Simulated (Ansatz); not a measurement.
# C2H5BFN: rotation by 180° about the C2–C3 bond, part 2 of 2

Wanted: the energy profile along the rotation by 180° about the C2–C3 bond, from relaxed end points and a band of images. SMILES of the start: BC=C(N)F.

Ansatz 0.2.0; RKS PBE0-D4/def2-SVP. The steps go on from the part before.

### 5 The band, image by image

Images 0 and 10 are the ends. Energies count from image 0; the path length is the program's own measure over all atoms.

| image | path (Å) | energy (eV) | dihedral B1–C2–C3–F5 (°) | band force (eV/Å) |
| --- | --- | --- | --- | --- |
| 0 | 0.000 | 0.0000 | 0 | - |
| 1 | 0.572 | 0.0524 | 16 | 0.016 |
| 2 | 1.145 | 0.2112 | 34 | 0.012 |
| 3 | 1.718 | 0.4772 | 51 | 0.011 |
| 4 | 2.290 | 0.8677 | 69 | 0.008 |
| 5* | 2.863 | 1.1825 | 85 | 0.004 |
| 6 | 3.441 | 0.8562 | 103 | 0.006 |
| 7 | 4.020 | 0.4251 | 124 | 0.008 |
| 8 | 4.598 | 0.1342 | 145 | 0.025 |
| 9 | 5.177 | -0.0288 | 163 | 0.012 |
| 10 | 5.755 | -0.0755 | 179 | - |

The star marks the climbing image.

image, energy (eV) and a bar:
```
        0      0.000 ##
        1      0.052 ###
        2      0.211 #######
        3      0.477 #############
        4      0.868 ######################
        5      1.182 ##############################
        6      0.856 ######################
        7      0.425 ############
        8      0.134 #####
        9     -0.029 #
       10     -0.075
```

How the highest energy settled:

```csv
iteration,highest image above image 0 (eV),largest band force (eV/Å)
1,1.2697,1.716
2,1.2099,0.880
3,1.1933,0.285
4,1.1895,0.151
5,1.1842,0.189
6,1.1829,0.148
7,1.1825,0.086
8,1.1825,0.089
9,1.1825,0.025
```

The band as a trajectory file:

```xyz
10
image=0 dE=0.0000
B    -1.664    0.270    0.904
C    -0.547   -0.413    0.159
C     0.601    0.223   -0.218
N     1.649   -0.291   -0.884
F     0.809    1.499    0.056
H    -1.589    1.440    1.208
H    -2.659   -0.351    1.208
H    -0.596   -1.469   -0.127
H     1.641   -1.255   -1.182
H     2.437    0.295   -1.120
10
image=1 dE=0.0524
B    -1.665    0.252    0.866
C    -0.468   -0.472    0.310
C     0.651    0.191   -0.105
N     1.648   -0.280   -0.879
F     0.880    1.446    0.238
H    -1.646    1.455    0.998
H    -2.684   -0.353    1.117
H    -0.478   -1.542    0.078
H     1.479   -1.108   -1.432
H     2.366    0.360   -1.188
10
image=2 dE=0.2112
B    -1.647    0.217    0.811
C    -0.387   -0.529    0.466
C     0.694    0.165   -0.001
N     1.594   -0.235   -0.919
F     0.957    1.390    0.420
H    -1.660    1.426    0.753
H    -2.681   -0.381    1.005
H    -0.369   -1.608    0.281
H     1.288   -0.925   -1.591
H     2.294    0.429   -1.223
10
image=3 dE=0.4772
B    -1.622    0.166    0.734
C    -0.321   -0.571    0.598
C     0.733    0.148    0.090
N     1.508   -0.149   -0.963
F     1.060    1.320    0.606
H    -1.663    1.352    0.482
H    -2.658   -0.439    0.899
H    -0.275   -1.658    0.483
H     1.102   -0.736   -1.679
H     2.217    0.515   -1.247
10
image=4 dE=0.8677
B    -1.612    0.100    0.628
C    -0.293   -0.597    0.657
C     0.767    0.137    0.150
N     1.408   -0.012   -1.004
F     1.218    1.199    0.795
H    -1.683    1.243    0.215
H    -2.638   -0.510    0.837
H    -0.192   -1.684    0.715
H     0.963   -0.562   -1.725
H     2.146    0.634   -1.264
10
image=5 dE=1.1825
B    -1.627    0.004    0.481
C    -0.301   -0.639    0.588
C     0.786    0.136    0.172
N     1.316    0.166   -1.028
F     1.393    1.009    0.963
H    -1.730    1.129    0.022
H    -2.628   -0.592    0.822
H    -0.106   -1.639    0.989
H     0.903   -0.423   -1.740
H     2.076    0.799   -1.266
10
image=6 dE=0.8562
B    -1.640   -0.123    0.343
C    -0.274   -0.681    0.535
C     0.805    0.124    0.195
N     1.241    0.339   -1.032
F     1.552    0.765    1.083
H    -1.790    0.980   -0.148
H    -2.604   -0.703    0.797
H    -0.068   -1.502    1.229
H     0.875   -0.250   -1.768
H     1.985    1.000   -1.230
10
image=7 dE=0.4251
B    -1.632   -0.257    0.241
C    -0.235   -0.679    0.580
C     0.837    0.108    0.231
N     1.167    0.504   -0.996
F     1.716    0.534    1.129
H    -1.829    0.777   -0.367
H    -2.578   -0.848    0.717
H    -0.041   -1.378    1.400
H     0.780    0.002   -1.782
H     1.899    1.186   -1.149
10
image=8 dE=0.1342
B    -1.601   -0.389    0.153
C    -0.210   -0.650    0.652
C     0.867    0.105    0.270
N     1.120    0.635   -0.930
F     1.853    0.360    1.123
H    -1.821    0.535   -0.605
H    -2.540   -1.013    0.597
H    -0.019   -1.287    1.520
H     0.596    0.317   -1.732
H     1.839    1.336   -1.045
10
image=9 dE=-0.0288
B    -1.546   -0.521    0.064
C    -0.194   -0.625    0.706
C     0.886    0.112    0.300
N     1.079    0.738   -0.868
F     1.941    0.246    1.092
H    -1.745    0.270   -0.841
H    -2.485   -1.171    0.466
H    -0.010   -1.217    1.607
H     0.368    0.662   -1.581
H     1.789    1.454   -0.943
10
image=10 dE=-0.0755
B    -1.498   -0.298    0.561
C    -0.280   -0.932   -0.040
C     0.840   -0.216   -0.374
N     1.054    1.099   -0.263
F     1.896   -0.830   -0.889
H    -1.532    0.903    0.780
H    -2.478   -0.945    0.849
H    -0.198   -2.002   -0.249
H     0.328    1.678    0.135
H     1.951    1.492   -0.507
```

### 6 Vibrations at the top

The geometry is the highest inner image of the first converged band.

The input, input.yaml:

```yaml
crystal:
  periodic: [false, false, false]
  atoms:
    - { symbol: B, position_ang: [-1.626758, 0.0039, 0.481126] }
    - { symbol: C, position_ang: [-0.300832, -0.63887, 0.587629] }
    - { symbol: C, position_ang: [0.785543, 0.135832, 0.172402] }
    - { symbol: "N", position_ang: [1.316183, 0.166203, -1.028091] }
    - { symbol: F, position_ang: [1.392564, 1.009042, 0.963281] }
    - { symbol: H, position_ang: [-1.729571, 1.128862, 0.021975] }
    - { symbol: H, position_ang: [-2.627584, -0.59219, 0.821787] }
    - { symbol: H, position_ang: [-0.106039, -1.638957, 0.988527] }
    - { symbol: H, position_ang: [0.90312, -0.423478, -1.739982] }
    - { symbol: H, position_ang: [2.076374, 0.798556, -1.265651] }
basis:
  gaussian: { orbitals: def2-SVP }
hamiltonian:
  xc: pbe0
  dispersion: d4
phonons: {}
```

Run with:

```sh
ansatz run input.yaml --threads 2 --pin off --max-ram 3072MiB --backend cpu --events-out ev --progress --plain --runs-dir out
```

Standard output, shortened:

```text
Warning: RAYON_NUM_THREADS=2 ignored (pool sized by the plan → 2); use --threads N
[...]
Functional definition: PBE0
[...]
1072 factors; integrals over basis functions are off by at most 3.5e-4 eV
[...]
mean field -7023.67597367 eV, -258.1153312136 hartree, gradient 3.0e-5 eV, S^2 0.000000; 0 other end points of the search recorded, 0 dependent functions left out
[...]
reference -7023.67599839 eV, -258.1153321222 hartree; 19, 19 occupied and 76, 76 virtual orbitals, 1072 factors
[...]
1072 factors; integrals over basis functions are off by at most 3.5e-4 eV
mean field -7023.67580029 eV, -258.1153248422 hartree, gradient 1.8e-6 eV, S^2 0.000000; 0 other end points of the search recorded, 0 dependent functions left out
[...]
reference -7023.67582501 eV, -258.1153257508 hartree; 19, 19 occupied and 76, 76 virtual orbitals, 1072 factors
[...]
1072 factors; integrals over basis functions are off by at most 3.5e-4 eV
[...]
WARN: phonons: modes at or below zero, which the zero-point energy, F, S and C_V leave out: 1, the lowest at -541.72 cm⁻¹. A minimum has none, and a first-order saddle one
[...]
Atom 1 at    -0.300832    -0.638870     0.587629 Å, force     0.000435    -0.001931     0.001992 eV/Å
Atom 2 at     0.785543     0.135832     0.172402 Å, force    -0.001206     0.000265    -0.001368 eV/Å
Atom 3 at     1.316183     0.166203    -1.028091 Å, force    -0.000716     0.000690    -0.000081 eV/Å
Atom 4 at     1.392564     1.009042     0.963281 Å, force     0.001307     0.001430     0.000723 eV/Å
Atom 5 at    -1.729571     1.128862     0.021975 Å, force     0.000178     0.000150     0.001323 eV/Å
Atom 6 at    -2.627584    -0.592190     0.821787 Å, force    -0.000534     0.000758     0.001050 eV/Å
Atom 7 at    -0.106039    -1.638957     0.988527 Å, force    -0.000103     0.000261    -0.000804 eV/Å
Atom 8 at     0.903120    -0.423478    -1.739982 Å, force     0.000450    -0.000363     0.000493 eV/Å
Atom 9 at     2.076374     0.798556    -1.265651 Å, force     0.000225    -0.000458     0.000080 eV/Å
Dipole moment:     1.100176     0.012489    -0.757832 e Å
Vibrations: -541.72 176.05 211.48 495.82 542.17 612.74 665.11 687.28 744.31 808.28 923.38 952.80 1041.69 1059.01 1161.75 1343.26 1393.50 1506.48 1685.85 2514.11 2603.13 3196.96 3563.50 3727.23 cm⁻¹, zero-point energy 1.959935 eV
```

Run time: 75 s. Hardware: 2 threads of Intel Xeon Platinum 8488C (Sapphire Rapids), shared host; peak memory 0.2 GiB.

Of 24 modes, 1 is imaginary by more than 30 cm⁻¹ (542i cm⁻¹).

### 7 Another band, settings changed

crystal.atoms is end A as relaxed above, and neb.final_atoms is end B, turned to lie on A. With 2 inner images the band has 4 in all.

The input, input.yaml:

```yaml
crystal:
  periodic: [false, false, false]
  atoms:
    - { symbol: B, position_ang: [-1.663602, 0.270374, 0.903778] }
    - { symbol: C, position_ang: [-0.546882, -0.412936, 0.159321] }
    - { symbol: C, position_ang: [0.60078, 0.223293, -0.218077] }
    - { symbol: "N", position_ang: [1.649103, -0.291268, -0.884335] }
    - { symbol: F, position_ang: [0.80923, 1.499124, 0.056062] }
    - { symbol: H, position_ang: [-1.589493, 1.440162, 1.207547] }
    - { symbol: H, position_ang: [-2.658811, -0.35052, 1.207711] }
    - { symbol: H, position_ang: [-0.595755, -1.469162, -0.126965] }
    - { symbol: H, position_ang: [1.641468, -1.254984, -1.181629] }
    - { symbol: H, position_ang: [2.436962, 0.294816, -1.120412] }
basis:
  gaussian: { orbitals: def2-SVP }
hamiltonian:
  xc: pbe0
  dispersion: d4
neb:
  order_check: false
  images: 2
  f_tol: 0.05
  max_iterations: 60
  initial_path: idpp
  climbing: false
  final_atoms:
    - { symbol: B, position_ang: [-1.41873662, 0.31366206, 0.72830986] }
    - { symbol: C, position_ang: [-0.55865568, -0.77663991, 0.16427184] }
    - { symbol: C, position_ang: [0.66989645, -0.5379204, -0.3929841] }
    - { symbol: "N", position_ang: [1.30023959, 0.63076336, -0.55647634] }
    - { symbol: F, position_ang: [1.39633915, -1.54134132, -0.86398453] }
    - { symbol: H, position_ang: [-1.04354516, 1.47507653, 0.71257694] }
    - { symbol: H, position_ang: [-2.50217341, 0.08490487, 1.21517032] }
    - { symbol: H, position_ang: [-0.84729663, -1.83080803, 0.15983004] }
    - { symbol: H, position_ang: [0.85561501, 1.47373363, -0.21965798] }
    - { symbol: H, position_ang: [2.2313173, 0.65746822, -0.94405504] }
```

Run with:

```sh
ansatz run input.yaml --threads 2 --pin off --max-ram 3072MiB --backend cpu --events-out ev --progress --plain --runs-dir out
```

Standard output, shortened:

```text
Warning: RAYON_NUM_THREADS=2 ignored (pool sized by the plan → 2); use --threads N
[...]
[... 1 set-up line as earlier in the session ...]
[...]
1077 factors; integrals over basis functions are off by at most 3.8e-4 eV
[...]
mean field -7024.86225343 eV, -258.1589261908 hartree, gradient 5.3e-5 eV, S^2 0.000000; 0 other end points of the search recorded, 0 dependent functions left out
[...]
reference -7024.86227777 eV, -258.1589270855 hartree; 19, 19 occupied and 76, 76 virtual orbitals, 1077 factors
1077 factors; integrals over basis functions are off by at most 7.2e-4 eV
[...]
mean field -7024.93357029 eV, -258.1615470371 hartree, gradient 3.0e-5 eV, S^2 0.000000; 0 other end points of the search recorded, 0 dependent functions left out
[...]
reference -7024.93359366 eV, -258.1615478961 hartree; 19, 19 occupied and 76, 76 virtual orbitals, 1077 factors
[...]
Atom 0 at    -1.632625     0.149838     0.716874 Å, force     0.008110     0.044413     0.142510 eV/Å
Atom 1 at    -0.315649    -0.557948     0.607134 Å, force    -0.002269     0.009534    -0.009119 eV/Å
Atom 2 at     0.751341     0.143251     0.095102 Å, force    -0.046875     0.057449    -0.027630 eV/Å
Atom 3 at     1.489226    -0.119283    -0.989024 Å, force     0.104480    -0.146990     0.043371 eV/Å
Atom 4 at     1.139159     1.273931     0.657275 Å, force    -0.258211     0.334153    -0.145007 eV/Å
Atom 5 at    -1.724023     1.316461     0.395282 Å, force     0.027116     0.093955     0.259409 eV/Å
Atom 6 at    -2.646406    -0.476061     0.937352 Å, force    -0.003328    -0.013893     0.007530 eV/Å
Atom 7 at    -0.261783    -1.646192     0.553409 Å, force    -0.035883    -0.139817    -0.350716 eV/Å
Atom 8 at     1.062180    -0.666284    -1.723631 Å, force     0.140928    -0.156610     0.052530 eV/Å
Atom 9 at     2.221580     0.531186    -1.246772 Å, force     0.065932    -0.082194     0.027121 eV/Å
Dipole moment:     0.776034    -0.133640    -0.745575 e Å
this run last wrote the band of iteration 7 to <dir>
```

Wall time 30 s (2 threads of Intel Xeon Platinum 8488C (Sapphire Rapids), shared host); peak memory 0.2 GiB.

### 8 Images and barrier

The 2 inner images lie between the fixed ends 0 and 3. Energy is taken from image 0, and the path length is the program's own coordinate along the band.

| image | path (Å) | energy (eV) | dihedral B1–C2–C3–F5 (°) | band force (eV/Å) |
| --- | --- | --- | --- | --- |
| 0 | 0.000 | 0.0000 | 0 | - |
| 1 | 1.841 | 0.5930 | 57 | 0.011 |
| 2 | 3.681 | 0.5546 | 118 | 0.020 |
| 3 | 5.522 | -0.0755 | 179 | - |

image, energy (eV) and a bar:
```
        0      0.000 ###
        1      0.593 ##############################
        2      0.555 ############################
        3     -0.075
```

### 9 Results

This closing draws on all 2 parts.

| quantity | value |
| --- | --- |
| end A | 5 moves, 0.726 eV lower |
| end B | 9 moves, 0.767 eV lower |
| first band: barrier forwards | 1.18 eV |
| first band: barrier backwards | 1.26 eV |
| first band: second end relative to first | -0.075 eV |
| first band: highest image | 5 of 0 to 10, climbing |
| first band: band iterations | 9 |
| imaginary modes at the top | 542i cm⁻¹ |
| second band | top 0.593 eV above image 0, 7 iterations, 2 inner images, none climbing |
| time, first and second band | 2.3 min and 30 s |

What this shows: In the first band: along this path the system climbs 1.18 eV from the first end (46 kT at 300 K). Going back costs 1.26 eV, since the second end is 0.075 eV below the first. The listed dihedral goes from 0° at end A through 85° at the highest image to 179° at end B. One imaginary mode, as a first-order saddle point has. The second band's top lies 590 meV below the first's, as a band that doesn't climb stops under the top. As for the second band: so few images can miss the top or cut a corner of the path. These are electronic energies, with no zero-point or thermal terms. So high a top is no free rotation: a twisted double bond has diradical character that a closed-shell reference can't describe, and an inversion is a path of another kind.
